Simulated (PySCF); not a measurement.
# C4H10BN2P: the cost of one run

Computed with PySCF 2.14.0, with density-fitted response routines of our own, on a single molecule in the gas phase. Atoms count from 0, in the outputs and in this text.

## (1) Starting geometry

18 atoms, charge 0, multiplicity 1; geometry from: GFN2-xTB.

Bonds of the start (Å): C0–C1 1.51, C1–C2 1.35, C2–C3 1.45, C3–N4 1.26, C1–B5 1.57, B5–N6 1.38, B5–P7 1.92, C0–H8 1.09, C0–H9 1.09, C0–H10 1.09, C2–H11 1.09, C3–H12 1.09, N4–H13 1.02, N6–H14 1.01, N6–H15 1.01, P7–H16 1.38, P7–H17 1.39.

## (2) Ultraviolet spectrum: B3LYP/def2-SVPD

The job: settings as JSON, then the geometry in Å.

```
{"job": {"kind": "uv", "xc": "B3LYP", "basis": "def2-SVPD", "nstates": 8, "ntriplets": 3}, "charge": 0, "multiplicity": 1}
C      0.610194    -1.682671     0.342680
C      0.119866    -0.286927     0.063296
C      0.967405     0.706070    -0.270374
C      2.402001     0.606667    -0.448620
N      3.193601     1.540021    -0.767776
B     -1.420189     0.005622     0.111486
N     -2.333353    -0.981965    -0.214425
P     -2.052175     1.779290     0.490983
H     -0.143672    -2.253010     0.880429
H      1.520859    -1.676017     0.936935
H      0.823258    -2.196965    -0.595135
H      0.551126     1.695203    -0.450315
H      2.862153    -0.366760    -0.306732
H      2.738050     2.444254    -0.903221
H     -2.069448    -1.906540    -0.514200
H     -3.329004    -0.834474    -0.244035
H     -1.281242     2.001836     1.618306
H     -3.168188     1.412683     1.225739
```

Method: TDDFT B3LYP/def2-SVPD, vertical, gas phase, core orbitals frozen in the response.

Started as:

```bash
$ OMP_NUM_THREADS=1 python probes_run.py task.json out
```

This one command runs all jobs of the session in turn.

Q: Estimate the wall time and peak memory of this job on 1 thread of Arm Neoverse N1, shared host.

About 93 s, with a peak of 1 GiB.
